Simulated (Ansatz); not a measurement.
# MoH+ (quintet): the correlation ladder at distance Mo1–H2 = 1.871 Å, def2-TZVP

Aim: climb from Hartree-Fock through coupled cluster and multireference methods for MoH+ (quintet) at one geometry and basis, and see what each rung misses.

Program: Ansatz 0.2.0, Gaussian basis. Level of theory: def2-TZVP, core rule «outside noble gas», up to 4 orbitals frozen. These are calculated values, not measurements.

The runs, in order: UHF; CCSD(T) on ROHF; CCSD(T) on UHF; CISD; CCSDT(Q) on ROHF; CCSDT(Q) on UHF; CASSCF and MRCISD+Q, 6 electrons in 6 orbitals; CASSCF and NEVPT2, 6 electrons in 6 orbitals; Full CI.

29 further runs of the same task are left out: 18 for a known fault of the program, 11 that didn't finish.

### Step 1. What is computed

The geometry derives from a PBE0/def2-TZVP stationary point (not a proven minimum). One bond is set to the value named and the two fragments are kept rigid. No spin-orbit coupling is included. Elements past krypton take def2 core potentials.

2 atoms, charge 1, spin multiplicity 5.

Atoms are counted from 1 here; the program's logs count them from 0.

Bond lengths: Mo1–H2 1.871 Å.

In the tables R marks a restricted open-shell determinant and U an unrestricted one; 'pair' is the active space of 6 electrons in 6 orbitals; energies count from the table's Hartree-Fock row.

### Step 2. UHF

The input, in.yaml:

```yaml
crystal:
  periodic: [false, false, false]
  atoms:
    - {symbol: Mo, position_ang: [0.000000, 0.000000, 0.000000]}
    - {symbol: H, position_ang: [0.000000, 0.000000, 1.871000]}
basis:
  gaussian: {orbitals: def2-TZVP}
total_charge: 1
magnetization: {spin_polarized: true, initial_magnetization: 4}
hamiltonian: {xc: hf}
output: {orbitals: {seedname: orbitals}}
```

Run with:

```console
$ ansatz run in.yaml --threads 1 --pin off --events-out ev --progress --plain --max-ram 2393MiB
```

Standard output:

```text
Functional definition: HF
  name "HF"
  cite "Fock, Z. Phys. 61, 126 (1930) doi:10.1007/BF01340294"
  parent pbe
  exchange = exact_x
  correlation = 0
504 factors; their error is unknown
mean field evaluation 1: about -1843.8878 eV, gradient 1.4e1 eV
mean field evaluation 2: about -1844.7045 eV, gradient 4.4e0 eV
mean field evaluation 4: about -1844.9398 eV, gradient 1.2e0 eV
mean field evaluation 8: about -1845.0664 eV, gradient 1.7e-1 eV
mean field evaluation 16: about -1845.4037 eV, gradient 9.6e-4 eV
mean field evaluation 32: about -1846.3770 eV, gradient 1.2e-1 eV
mean field evaluation 64: about -1843.8575 eV, gradient 1.4e1 eV
mean field evaluation 96: about -1846.3411 eV, gradient 4.6e-1 eV
mean field evaluation 128: about -1845.4027 eV, gradient 5.7e-1 eV
mean field evaluation 160: about -1845.4658 eV, gradient 5.8e-1 eV
mean field evaluation 192: about -1846.3659 eV, gradient 2.7e-1 eV
mean field evaluation 224: about -1845.4037 eV, gradient 1.9e-3 eV
mean field -1846.37711728 eV, -67.8531075408 hartree, gradient 2.1e-5 eV, S^2 6.300371; 7 other end points of the search recorded, 0 dependent functions left out
reference -1846.37711728 eV, -67.8531075408 hartree; 9, 5 occupied and 37, 41 virtual orbitals, 504 factors
Total energy: -1846.37711728 eV, -67.8531075408 hartree
```

It took 0.9 s on 1 thread of Arm Neoverse V1, shared host.

From the report: ⟨S²⟩ of the determinant 6.300 (pure quintet: 6.00).

### Step 3. CCSD(T) on ROHF

in.yaml, as its differences from that of step 2:

```diff
@@ -8,4 +8,3 @@
 total_charge: 1
-magnetization: {spin_polarized: true, initial_magnetization: 4}
-hamiltonian: {xc: hf}
-output: {orbitals: {seedname: orbitals}}
+magnetization: {spin_polarized: false, initial_magnetization: 4}
+correlation: {method: ccsd_t, electrons: outside_noble_gas}
```

Same command.

Standard output, cut to the lines that bear on the results:

```text
Functional definition: HF
  name "HF"
  cite "Fock, Z. Phys. 61, 126 (1930) doi:10.1007/BF01340294"
  parent pbe
[...]
405 factors; integrals over basis functions are off by at most 1.3e-3 eV
[...]
mean field -1846.04663519 eV, -67.8409625479 hartree, gradient 7.5e-6 eV, S^2 6.000000; 15 other end points of the search recorded, 0 dependent functions left out
[...]
determinant -1846.04663519 eV, -67.8409625479 hartree, with singles and doubles -1848.59934241 eV, -67.9347728080 hartree
determinant -1845.27570158 eV, -67.8126312602 hartree, with singles and doubles -1847.67628659 eV, -67.9008511322 hartree
determinant -1845.04309837 eV, -67.8040832498 hartree, with singles and doubles -1847.52832838 eV, -67.8954137681 hartree
determinant -1843.00066906 eV, -67.7290253572 hartree, with singles and doubles -1845.00707820 eV, -67.8027595330 hartree
4 core orbitals not correlated: weight in the atoms' cores, before any rotation towards them, 1.000 or more for the frozen orbitals, at most 0.000 for the correlated occupied ones
reference -1846.04663519 eV, -67.8409625479 hartree; 5, 1 occupied and 37, 41 virtual orbitals, 405 factors
second order -1.97186052 eV of doubles, -0.02589270 eV of singles
cycle   1  -2.53562819 eV  change   -5.3e-2 eV  update   2.3e-2
[...]
cycle  14  -2.55718444 eV  change    6.0e-6 eV  update   3.3e-6
perturbative correction -0.06190742 eV, -0.0022750556 hartree
Total energy: -1848.66572705 eV, -67.9372123984 hartree
```

Run time: 3.5 s. Hardware: 1 thread of Arm Neoverse V1, shared host.

From the report: correlation -2.6191 eV; T1 0.072; largest double amplitude 0.07.

### Step 4. CCSD(T) on UHF

in.yaml, as its differences from that of step 3:

```diff
@@ -8,3 +8,3 @@
 total_charge: 1
-magnetization: {spin_polarized: false, initial_magnetization: 4}
+magnetization: {spin_polarized: true, initial_magnetization: 4}
 correlation: {method: ccsd_t, electrons: outside_noble_gas}
```

The command is unchanged.

Standard output, cut to the lines that bear on the results:

```text
Functional definition: HF
  name "HF"
  cite "Fock, Z. Phys. 61, 126 (1930) doi:10.1007/BF01340294"
  parent pbe
[...]
405 factors; integrals over basis functions are off by at most 1.3e-3 eV
[...]
mean field -1846.37730119 eV, -67.8531142992 hartree, gradient 1.8e-6 eV, S^2 6.300370; 23 other end points of the search recorded, 0 dependent functions left out
determinant -1846.37730119 eV, -67.8531142992 hartree, with singles and doubles -1848.66294337 eV, -67.9371101002 hartree
determinant -1845.52870330 eV, -67.8219289021 hartree, with singles and doubles -1847.75159676 eV, -67.9036187300 hartree
determinant -1845.40384562 eV, -67.8173404670 hartree, with singles and doubles -1847.61333365 eV, -67.8985376544 hartree
determinant -1844.50633532 eV, -67.7843575716 hartree, with singles and doubles -1846.25104820 eV, -67.8484745875 hartree
determinant -1843.38139887 eV, -67.7430169196 hartree, with singles and doubles -1845.98812754 eV, -67.8388124313 hartree
determinant -1843.25992927 eV, -67.7385529941 hartree, with singles and doubles -1845.93923105 eV, -67.8370155185 hartree
determinant -1843.00105048 eV, -67.7290393741 hartree, with singles and doubles -1845.43170054 eV, -67.8183641162 hartree
4 core orbitals not correlated: weight in the atoms' cores, before any rotation towards them, 0.999 or more for the frozen orbitals, at most 0.000 for the correlated occupied ones
reference -1846.37730119 eV, -67.8531142992 hartree; 5, 1 occupied and 37, 41 virtual orbitals, 405 factors
second order -1.79391886 eV of doubles, -0.00000000 eV of singles
cycle   1  -2.27455726 eV  change   -9.1e-2 eV  update   1.7e-2
[...]
cycle  13  -2.30342165 eV  change   -3.5e-6 eV  update   3.5e-6
perturbative correction -0.05070912 eV, -0.0018635257 hartree
Total energy: -1848.73143195 eV, -67.9396270091 hartree
```

Wall time 3.9 s (1 thread of Arm Neoverse V1, shared host).

From the report: ⟨S²⟩ of the determinant 6.300 (pure quintet: 6.00); correlation -2.3541 eV; T1 0.050; largest double amplitude 0.06.

### Step 5. CISD

The input, in.yaml:

```yaml
crystal:
  periodic: [false, false, false]
  atoms:
    - {symbol: Mo, position_ang: [0.000000, 0.000000, 0.000000]}
    - {symbol: H, position_ang: [0.000000, 0.000000, 1.871000]}
basis:
  gaussian: {orbitals: def2-TZVP}
total_charge: 1
magnetization: {spin_polarized: false, initial_magnetization: 4}
correlation: {active_space: {ras: {orbitals: [1, 4, 37], electrons: 6, max_holes: 2, max_particles: 2}, fixed_orbitals: true}}
```

Same command.

Standard output:

```text
Functional definition: HF
  name "HF"
  cite "Fock, Z. Phys. 61, 126 (1930) doi:10.1007/BF01340294"
  parent pbe
  exchange = exact_x
  correlation = 0
405 factors; integrals over basis functions are off by at most 1.3e-3 eV
mean field evaluation 1: about -1844.3173 eV, gradient 1.5e1 eV
mean field evaluation 2: about -1844.3198 eV, gradient 1.5e1 eV
mean field evaluation 4: about -1845.0233 eV, gradient 1.9e0 eV
mean field evaluation 8: about -1845.0426 eV, gradient 1.3e-1 eV
mean field evaluation 16: about -1845.1299 eV, gradient 9.4e-1 eV
mean field evaluation 32: about -1845.2287 eV, gradient 7.9e-1 eV
mean field evaluation 64: about -1845.6507 eV, gradient 1.8e0 eV
mean field evaluation 96: about -1846.0372 eV, gradient 7.0e-1 eV
mean field -1846.04663519 eV, -67.8409625479 hartree, gradient 7.5e-6 eV, S^2 6.000000; 14 other end points of the search recorded, 0 dependent functions left out
reference -1846.04663519 eV, -67.8409625479 hartree; 9, 5 occupied and 37, 41 virtual orbitals, 405 factors
state -1848.52264067 eV, -67.9319540709 hartree
Total energy: -1848.52264067 eV, -67.9319540709 hartree
```

It took 2.1 s on 1 thread of Arm Neoverse V1, shared host.

From the report: 10,324 determinants.

### Step 6. CCSDT(Q) on ROHF

in.yaml, as its differences from that of step 5:

```diff
@@ -9,2 +9,2 @@
 magnetization: {spin_polarized: false, initial_magnetization: 4}
-correlation: {active_space: {ras: {orbitals: [1, 4, 37], electrons: 6, max_holes: 2, max_particles: 2}, fixed_orbitals: true}}
+correlation: {method: ccsdt_q, electrons: outside_noble_gas}
```

Same command.

Standard output, cut to the lines that bear on the results:

```text
Functional definition: HF
  name "HF"
  cite "Fock, Z. Phys. 61, 126 (1930) doi:10.1007/BF01340294"
  parent pbe
[...]
684 factors; integrals over basis functions are off by at most 2.2e-7 eV
[...]
mean field -1846.04664535 eV, -67.8409629214 hartree, gradient 7.5e-6 eV, S^2 6.000000; 15 other end points of the search recorded, 0 dependent functions left out
[...]
determinant -1846.04664535 eV, -67.8409629214 hartree, with singles and doubles -1848.59934425 eV, -67.9347728755 hartree
determinant -1845.27571163 eV, -67.8126316297 hartree, with singles and doubles -1847.67629096 eV, -67.9008512928 hartree
determinant -1845.04310715 eV, -67.8040835725 hartree, with singles and doubles -1847.52832758 eV, -67.8954137387 hartree
determinant -1843.00069502 eV, -67.7290263114 hartree, with singles and doubles -1845.00709662 eV, -67.8027602100 hartree
4 core orbitals not correlated: weight in the atoms' cores, before any rotation towards them, 1.000 or more for the frozen orbitals, at most 0.000 for the correlated occupied ones
reference -1846.04664535 eV, -67.8409629214 hartree; 5, 1 occupied and 37, 41 virtual orbitals, 684 factors
second order -1.97186106 eV of doubles, -0.02589205 eV of singles
cycle   1  -2.27994542 eV  change   -2.8e-1 eV  update   7.2e-2
[...]
cycle  26  -2.63721818 eV  change    2.7e-7 eV  update   1.4e-7
perturbative correction -0.00076231 eV, -0.0000280142 hartree
Total energy: -1848.68462584 eV, -67.9379069161 hartree
```

Run time: 15 s. Hardware: 1 thread of Arm Neoverse V1, shared host.

From the report: correlation -2.6380 eV; T1 0.070; largest double amplitude 0.08.

### Step 7. CCSDT(Q) on UHF

in.yaml, as its differences from that of step 6:

```diff
@@ -8,3 +8,3 @@
 total_charge: 1
-magnetization: {spin_polarized: false, initial_magnetization: 4}
+magnetization: {spin_polarized: true, initial_magnetization: 4}
 correlation: {method: ccsdt_q, electrons: outside_noble_gas}
```

The command is unchanged.

Standard output, cut to the lines that bear on the results:

```text
Functional definition: HF
  name "HF"
  cite "Fock, Z. Phys. 61, 126 (1930) doi:10.1007/BF01340294"
  parent pbe
[...]
684 factors; integrals over basis functions are off by at most 2.2e-7 eV
[...]
mean field -1846.37730688 eV, -67.8531145085 hartree, gradient 1.8e-6 eV, S^2 6.300367; 21 other end points of the search recorded, 0 dependent functions left out
determinant -1846.37730688 eV, -67.8531145085 hartree, with singles and doubles -1848.66294407 eV, -67.9371101257 hartree
determinant -1845.52871005 eV, -67.8219291502 hartree, with singles and doubles -1847.75159720 eV, -67.9036187462 hartree
determinant -1845.40385115 eV, -67.8173406701 hartree, with singles and doubles -1847.61333280 eV, -67.8985376231 hartree
determinant -1844.50633915 eV, -67.7843577126 hartree, with singles and doubles -1846.25104372 eV, -67.8484744227 hartree
determinant -1843.38142303 eV, -67.7430178077 hartree, with singles and doubles -1845.98811942 eV, -67.8388121332 hartree
determinant -1843.25995201 eV, -67.7385538298 hartree, with singles and doubles -1845.93924235 eV, -67.8370159338 hartree
determinant -1843.00107834 eV, -67.7290403982 hartree, with singles and doubles -1845.43166618 eV, -67.8183628535 hartree
4 core orbitals not correlated: weight in the atoms' cores, before any rotation towards them, 0.999 or more for the frozen orbitals, at most 0.000 for the correlated occupied ones
reference -1846.37730688 eV, -67.8531145085 hartree; 5, 1 occupied and 37, 41 virtual orbitals, 684 factors
second order -1.79391744 eV of doubles, -0.00000000 eV of singles
cycle   1  -2.05436736 eV  change   -2.6e-1 eV  update   5.5e-2
[...]
cycle  27  -2.37853245 eV  change    2.5e-7 eV  update   1.5e-7
perturbative correction -0.00126997 eV, -0.0000466706 hartree
Total energy: -1848.75710931 eV, -67.9405706344 hartree
```

Wall time 16 s (1 thread of Arm Neoverse V1, shared host).

From the report: ⟨S²⟩ of the determinant 6.300 (pure quintet: 6.00); correlation -2.3798 eV; T1 0.057; largest double amplitude 0.06.

### Step 8. CASSCF and MRCISD+Q, 6 electrons in 6 orbitals

The input, in.yaml:

```yaml
crystal:
  periodic: [false, false, false]
  atoms:
    - {symbol: Mo, position_ang: [0.000000, 0.000000, 0.000000]}
    - {symbol: H, position_ang: [0.000000, 0.000000, 1.871000]}
basis:
  gaussian: {orbitals: def2-TZVP}
total_charge: 1
magnetization: {spin_polarized: false, initial_magnetization: 4}
correlation: {method: fic_mrcisd_q, electrons: outside_noble_gas, active_space: {window: {electrons: 6, orbitals: 6}}}
```

Launched as before.

Standard output, cut to the lines that bear on the results:

```text
Functional definition: HF
  name "HF"
  cite "Fock, Z. Phys. 61, 126 (1930) doi:10.1007/BF01340294"
  parent pbe
[...]
405 factors; integrals over basis functions are off by at most 1.3e-3 eV
[...]
mean field -1846.04663519 eV, -67.8409625479 hartree, gradient 7.5e-6 eV, S^2 6.000000; 14 other end points of the search recorded, 0 dependent functions left out
reference -1846.04663519 eV, -67.8409625479 hartree; 9, 5 occupied and 37, 41 virtual orbitals, 405 factors
state -1846.85705782 eV, -67.8707450301 hartree
contracted CI cycle   1: correlation 0.00000000 eV, 0.0000000000 hartree, residual 1.18e1 eV
contracted CI cycle   2: correlation -1.73342140 eV, -0.0637020616 hartree, residual 1.48e0 eV
contracted CI cycle   3: correlation -1.77196143 eV, -0.0651183816 hartree, residual 4.51e-1 eV
contracted CI cycle   4: correlation -1.77732935 eV, -0.0653156488 hartree, residual 1.67e-1 eV
contracted CI cycle   5: correlation -1.77785517 eV, -0.0653349722 hartree, residual 5.49e-2 eV
contracted CI cycle   6: correlation -1.77792585 eV, -0.0653375697 hartree, residual 1.96e-2 eV
contracted CI cycle   7: correlation -1.77793449 eV, -0.0653378873 hartree, residual 7.50e-3 eV
contracted CI cycle   8: correlation -1.77793592 eV, -0.0653379399 hartree, residual 2.78e-3 eV
contracted CI cycle   9: correlation -1.77793609 eV, -0.0653379463 hartree, residual 9.60e-4 eV
state -1846.85705782 eV, -67.8707450301 hartree; corrected -1848.69128147 eV, -67.9381515059 hartree
Total energy: -1848.69128147 eV, -67.9381515059 hartree
```

Wall time 2 s (1 thread of Arm Neoverse V1, shared host).

From the report: 12 determinants; active occupations 1.89, 1.00, 1.00, 1.00, 1.00, 0.11.

### Step 9. CASSCF and NEVPT2, 6 electrons in 6 orbitals

in.yaml, as its differences from that of step 8:

```diff
@@ -9,2 +9,2 @@
 magnetization: {spin_polarized: false, initial_magnetization: 4}
-correlation: {method: fic_mrcisd_q, electrons: outside_noble_gas, active_space: {window: {electrons: 6, orbitals: 6}}}
+correlation: {method: sc_nevpt2, electrons: outside_noble_gas, active_space: {window: {electrons: 6, orbitals: 6}}}
```

Same command.

Standard output, cut to the lines that bear on the results:

```text
Functional definition: HF
  name "HF"
  cite "Fock, Z. Phys. 61, 126 (1930) doi:10.1007/BF01340294"
  parent pbe
[...]
405 factors; integrals over basis functions are off by at most 1.3e-3 eV
[...]
mean field -1846.04663519 eV, -67.8409625479 hartree, gradient 7.5e-6 eV, S^2 6.000000; 14 other end points of the search recorded, 0 dependent functions left out
reference -1846.04663519 eV, -67.8409625479 hartree; 9, 5 occupied and 37, 41 virtual orbitals, 405 factors
state -1846.85705782 eV, -67.8707450301 hartree
state -1846.85705782 eV, -67.8707450301 hartree; corrected -1848.20117104 eV, -67.9201402800 hartree
Total energy: -1848.20117104 eV, -67.9201402800 hartree
```

Run time: 1.5 s. Hardware: 1 thread of Arm Neoverse V1, shared host.

From the report: 12 determinants; active occupations 1.89, 1.00, 1.00, 1.00, 1.00, 0.11.

### Step 10. Full CI

in.yaml, as its differences from that of step 9:

```diff
@@ -9,2 +9,2 @@
 magnetization: {spin_polarized: false, initial_magnetization: 4}
-correlation: {method: sc_nevpt2, electrons: outside_noble_gas, active_space: {window: {electrons: 6, orbitals: 6}}}
+correlation: {method: fci, electrons: outside_noble_gas}
```

The command is unchanged.

Standard output, cut to the lines that bear on the results:

```text
Functional definition: HF
  name "HF"
  cite "Fock, Z. Phys. 61, 126 (1930) doi:10.1007/BF01340294"
  parent pbe
[...]
684 factors; integrals over basis functions are off by at most 2.2e-7 eV
[...]
mean field -1846.04664535 eV, -67.8409629214 hartree, gradient 7.5e-6 eV, S^2 6.000000; 14 other end points of the search recorded, 0 dependent functions left out
[...]
determinant -1846.04664535 eV, -67.8409629214 hartree, with singles and doubles -1848.59784430 eV, -67.9347177534 hartree
determinant -1845.27571163 eV, -67.8126316297 hartree, with singles and doubles -1847.67312965 eV, -67.9007351169 hartree
determinant -1845.04310715 eV, -67.8040835725 hartree, with singles and doubles -1847.52535350 eV, -67.8953044434 hartree
4 core orbitals not correlated: weight in the atoms' cores, before any rotation towards them, 1.000 or more for the frozen orbitals, at most 0.000 for the correlated occupied ones
reference -1846.04664535 eV, -67.8409629214 hartree; 5, 1 occupied and 37, 41 virtual orbitals, 684 factors
state -1848.68493584 eV, -67.9379183083 hartree
Total energy: -1848.68493584 eV, -67.9379183083 hartree
```

Wall time 9.5 min (1 thread of Arm Neoverse V1, shared host); peak memory 1.2 GiB.

From the report: 8,919,548 determinants, symmetry A1.

### Step 11. How many determinants matter

Natural occupations of the FCI state about the gap (report; correlated orbitals 1 to 10): 1.874, 0.991, 0.991, 0.990, 0.990, 0.106, 0.007, 0.006, 0.006, 0.004. The count of effectively unpaired electrons, Σ n²(2 − n)², is 4.10; a single determinant of this spin has 4.

### Step 12. The ladder

The yardstick is full CI for this spin, exact in this basis with these frozen cores. Rows without a time come out of other runs: HF, MP2 and CCSD of CCSD(T), CCSDT of CCSDT(Q), CASSCF and MRCISD of the multireference runs.

Differences are taken before rounding.

```csv
method,energy from the lowest RHF (kJ/mol),from FCI (kJ/mol),time
RHF,0.0,+254.6,
RMP2,-192.8,+61.8,
CISD,-238.9,+15.7,2.1 s
RCCSD,-246.7,+7.8,
RCCSD(T),-252.7,+1.9,3.5 s
RCCSDT,-254.5,+0.1,
RCCSDT(Q),-254.5,0.0,15 s
CASSCF pair,-78.2,+176.4,
NEVPT2 pair,-207.9,+46.7,1.5 s
MRCISD pair,-249.7,+4.8,
MRCISD+Q pair,-255.2,-0.6,2 s
FCI,-254.6,0,9.5 min
```

Among the levels timed on like hardware and quicker than the yardstick, those that no quicker one beats, quickest first: NEVPT2 pair (1.5 s, +46.7 kJ/mol); MRCISD+Q pair (2 s, -0.6 kJ/mol); RCCSDT(Q) (15 s, 0.0 kJ/mol).

Left out of the table: UHF, UMP2, UCCSD, UCCSD(T), UCCSDT, UCCSDT(Q) (another determinant or state than the rows shown).

### Step 13. Outcome

```
                         quantity                                       value
         FCI below the RHF energy                                  -2.6383 eV
                    RMP2 from FCI                                +61.8 kJ/mol
                   RCCSD from FCI                                 +7.8 kJ/mol
                RCCSD(T) from FCI                                 +1.9 kJ/mol
               RCCSDT(Q) from FCI                                  0.0 kJ/mol
             NEVPT2 pair from FCI                                +46.7 kJ/mol
           MRCISD+Q pair from FCI                                 -0.6 kJ/mol
levels within 1 kcal/mol (43 meV)  RCCSD(T), RCCSDT, RCCSDT(Q), MRCISD+Q pair
                    T1 diagnostic                                       0.072
   effectively unpaired electrons                                        4.10
```

RCCSD(T) lands +1.9 kJ/mol from the yardstick (0.7 % of the correlation energy). MRCISD+Q pair falls below full CI: the +Q correction isn't variational, and the cores differ from full CI's. The occupations are near whole numbers, but T1 = 0.072 shows that the orbitals relax strongly. Of the multireference levels listed MRCISD+Q pair comes nearest in total energy (-0.6 kJ/mol), which doesn't show that its space is the better one. These misses are within one basis, not against nature.

For cost: RCCSDT(Q) gets within 0.0 kJ/mol in 15 s, where FCI took 9.5 min; the quickest level in the cost chart, NEVPT2 pair, takes 1.5 s and misses by 46.7 kJ/mol.
